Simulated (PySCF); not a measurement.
**FTi2⁺ (quintet): spin, charge, geometry and surroundings**

One physical setting of the base script is moved in each run, with the edits that it forces.

The runs use PySCF 2.14.0; method and basis as typed in the scripts.

2 further runs of the same task are left out: 2 that didn't finish.

### 1 The starting structure

FTi2⁺ (quintet): 3 atoms, charge 1, spin multiplicity 5.

Bond lengths: F1–Ti2 2.018 Å, F1–Ti3 2.018 Å, Ti2–Ti3 2.810 Å. Angles: Ti2–F1–Ti3 88.2°, F1–Ti2–Ti3 45.9°, F1–Ti3–Ti2 45.9°.

As a file:

```xyz
3
FTi2
F     0.0000    0.0000   -1.2086
Ti    1.4049    0.0000    0.2399
Ti   -1.4049    0.0000    0.2399
```

### 2 Base script

File input.py:

```python
from pyscf import gto, scf

mol = gto.M(
    atom='F 0 0 -1.2086; Ti 1.4049 0 0.2399; Ti -1.4049 0 0.2399',
    basis='sbkjc',
    ecp={'F': 'sbkjc', 'Ti': 'sbkjc'},
    charge=1,
    spin=4,
    symmetry=True,
    verbose=4,
)
mf = scf.UHF(mol)
mf.level_shift = 0.3
mf = mf.newton()
mf.kernel()
mf.dip_moment()
print('orbital energies (hartree):', [e[max(0, n-3):n+3].round(4) for e, n in zip(mf.mo_energy, mol.nelec)])
```

The run is started by

```sh
> OMP_NUM_THREADS=1 python input.py
```

The log of this run is left out.

It gives: E(SCF) = -138.537654 Eh, 7 macro-iterations, ⟨S²⟩ = 6.070.

The dipole of an ion depends on the origin. No search for the lowest state was made; open d or f shells can end in a higher solution. The quintet is typed in the script; nothing here shows that it is the ground state.

### 3 Electric field -0.01 a.u.

Edit 1 changes electric field: none → -0.01 a.u.; point-group symmetry: on → off.

File input.py:

```python
from pyscf import gto, scf

mol = gto.M(
    atom='F 0 0 -1.2086; Ti 1.4049 0 0.2399; Ti -1.4049 0 0.2399',
    basis='sbkjc',
    ecp={'F': 'sbkjc', 'Ti': 'sbkjc'},
    charge=1,
    spin=4,
    verbose=4,
)
mf = scf.UHF(mol)
field = -0.01  # electric field along z, atomic units
h = mf.get_hcore() + field*mol.intor('int1e_r')[2]
mf.get_hcore = lambda *args: h
e_nuc = mol.energy_nuc() - field*mol.atom_charges() @ mol.atom_coords()[:, 2]
mf.energy_nuc = lambda *args: e_nuc
mf.level_shift = 0.3
mf = mf.newton()
mf.kernel()
mf.dip_moment()
print('orbital energies (hartree):', [e[max(0, n-3):n+3].round(4) for e, n in zip(mf.mo_energy, mol.nelec)])
```

The run is started by

```sh
> OMP_NUM_THREADS=1 python input.py
```

### 4 Coordinates × 0.824

Edit 2 changes geometry: coordinates × 1.03 → coordinates × 0.824.

Changes to input.py since step 2:

```diff
@@ -3,3 +3,3 @@
 mol = gto.M(
-    atom='F 0 0 -1.2086; Ti 1.4049 0 0.2399; Ti -1.4049 0 0.2399',
+    atom='F 0 0 -0.9669; Ti 1.1239 0 0.1919; Ti -1.1239 0 0.1919',
     basis='sbkjc',
```

### 5 Electric field 0.005 a.u.

Edit 3 changes electric field: none → 0.005 a.u.; point-group symmetry: on → off.

Changes to input.py since step 2:

```diff
@@ -8,3 +8,2 @@
     spin=4,
-    symmetry=True,
     verbose=4,
@@ -12,2 +11,7 @@
 mf = scf.UHF(mol)
+field = 0.005  # electric field along z, atomic units
+h = mf.get_hcore() + field*mol.intor('int1e_r')[2]
+mf.get_hcore = lambda *args: h
+e_nuc = mol.energy_nuc() - field*mol.atom_charges() @ mol.atom_coords()[:, 2]
+mf.energy_nuc = lambda *args: e_nuc
 mf.level_shift = 0.3
```

### 6 Lengths in bohr

Edit 4 changes length unit: angstrom → bohr.

Changes to input.py since step 2:

```diff
@@ -8,2 +8,3 @@
     spin=4,
+    unit='bohr',
     symmetry=True,
```

What does the calculation give? Wanted: for each run, E(SCF); from base; gap, α spin.

**Answer**, as computed:

| run | E(SCF) (hartree) | from base (eV) | cycles | gap, α spin (eV) |
| --- | --- | --- | --- | --- |
| base | -138.537654 | 0 | 7 macro | 5.58 |
| electric field -0.01 a.u. | -138.536132 | not comparable | 11 macro | 5.58 |
| coordinates × 0.824 | -138.399710 | +3.7537 | 7 macro | 7.30 |
| electric field 0.005 a.u. | -138.687026 | not comparable | 7 macro | 6.80 |
| lengths in bohr (poor choice) | -135.439643 | not comparable | 9 macro | 4.69 |

**Reading.** With coordinates × 0.824 the frontier gap moves by over 1.5 eV, which can mean another electronic state rather than the bond length alone. Rows marked «poor choice» come from settings spoiled on purpose.
